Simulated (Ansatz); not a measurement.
# InTeO2: the cost of one run

Program: Ansatz 0.2.0. Level of theory: DFT PBE, scalar-relativistic, plane waves, PAW. These are calculated values, not measurements.

1 further run of the same task is left out (it didn't finish).

## Step 1: The structure to begin with

Symmetry: P4/mmm, No. 123, tetragonal system. The conventional cell has a = 3.552 Å, b = 3.552 Å, c = 5.017 Å, α = 90.00°, β = 90.00°, γ = 90.00°. In (site symmetry 4/mmm) has 6 O at 2.51 Å in its first shell of neighbours. Te (site symmetry 4/mmm) has 6 O at 2.51 Å in its first shell of neighbours. O (site symmetry 4/mmm) is surrounded by 2 In at 2.51 Å and 4 Te at 2.51 Å. O (site symmetry 4/mmm) has 2 Te at 2.51 Å and 4 In at 2.51 Å in its first shell of neighbours.

Coordinates:

```cif
data_structure
_symmetry_space_group_name_H-M 'P4/mmm'
_symmetry_Int_Tables_number 123
_cell_length_a 3.5521
_cell_length_b 3.5521
_cell_length_c 5.0175
_cell_angle_alpha 90.000
_cell_angle_beta 90.000
_cell_angle_gamma 90.000
_cell_volume 63.31
loop_
_atom_site_label
_atom_site_type_symbol
_atom_site_symmetry_multiplicity
_atom_site_Wyckoff_symbol
_atom_site_fract_x
_atom_site_fract_y
_atom_site_fract_z
_atom_site_occupancy
In1 In 1 a 0.00000 0.00000 0.00000 1
Te1 Te 1 d 0.50000 0.50000 0.50000 1
O1 O 1 b 0.00000 0.00000 0.50000 1
O2 O 1 c 0.50000 0.50000 0.00000 1
```

The cell is invented: species swapped into a database cell of HfTiN2 (P4/mmm, No. 123), with In on the Hf sites, Te on the Ti sites and O on the N sites. Its size is a rough estimate.

## Step 2: A first look at the guess

File input.yaml:

```yaml
crystal:
  lattice:
    - [3.55205574, 0.0, 0.0]
    - [0.0, 3.55205574, 0.0]
    - [0.0, 0.0, 5.01747759]
  atoms:
    - { symbol: In, position: [0.0, 0.0, 0.0] }
    - { symbol: Te, position: [0.5, 0.5, 0.5] }
    - { symbol: O, position: [0.0, 0.0, 0.5] }
    - { symbol: O, position: [0.5, 0.5, 0.0] }
basis:
  ecutwfc: 420
kpoints:
  mp_grid: { grid: [6, 6, 4] }
hamiltonian:
  xc: pbe
scf:
  occupations: { method: gaussian, width: 0.1 }
  lower_state_search: "off"
output:
  forces: true
  stress: true
  eigenvalues: true
```

The run is started by

```bash
$ ansatz run input.yaml --threads 1 --pin off --max-ram 2560MiB --backend cpu --events-out ev --progress --plain --runs-dir out
```

**Question.** How long does this run take on 1 thread of Intel Xeon at 2.50GHz (Skylake/Cascade Lake), shared host, and how much memory does it need?

About 5.6 s, with a peak of 0.38 GiB.
